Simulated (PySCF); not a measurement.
# CH5FOSi: the cost of one run

The runs use PySCF 2.14.0, with density-fitted response routines of our own; the level of theory stands in each step. All values are computed, except where a source is named. Atoms are numbered from 0 throughout.

## 1. Starting geometry

9 atoms, charge 0, multiplicity 1; geometry from: PBE0-D3(BJ)/def2-SVP.

Bonds of the start (Å): O0–Si1 1.66, Si1–C2 1.89, C2–F3 1.39, O0–H4 0.96, Si1–H5 1.50, Si1–H6 1.49, C2–H7 1.10, C2–H8 1.11.

## 2. NMR shieldings: PBE0/pcSseg-2

What the job is given:

```
{"job": {"kind": "nmr", "xc": "PBE0", "basis": "pcSseg-2", "pop": false}, "charge": 0, "multiplicity": 1}
O      1.643068    -0.792085     0.553023
Si     0.675637     0.379228    -0.124744
C     -1.082241    -0.265565    -0.413566
F     -1.645851    -0.586857     0.812373
H      1.388703    -1.107010     1.425001
H      0.571790     1.585626     0.752920
H      1.291645     0.732489    -1.433489
H     -1.083465    -1.165838    -1.054021
H     -1.712349     0.492789    -0.913768
```

Method: GIAO PBE0/pcSseg-2 NMR shielding, non-relativistic, gas phase.

Launch:

```bash
$ OMP_NUM_THREADS=1 python probes_run.py task.json out
```

This one command runs all jobs of the session in turn.

**Question.** How long does this first job take on 1 thread of Arm Neoverse V1, shared host, and how much memory does it need?

About 17 s, with a peak of 0.94 GiB.
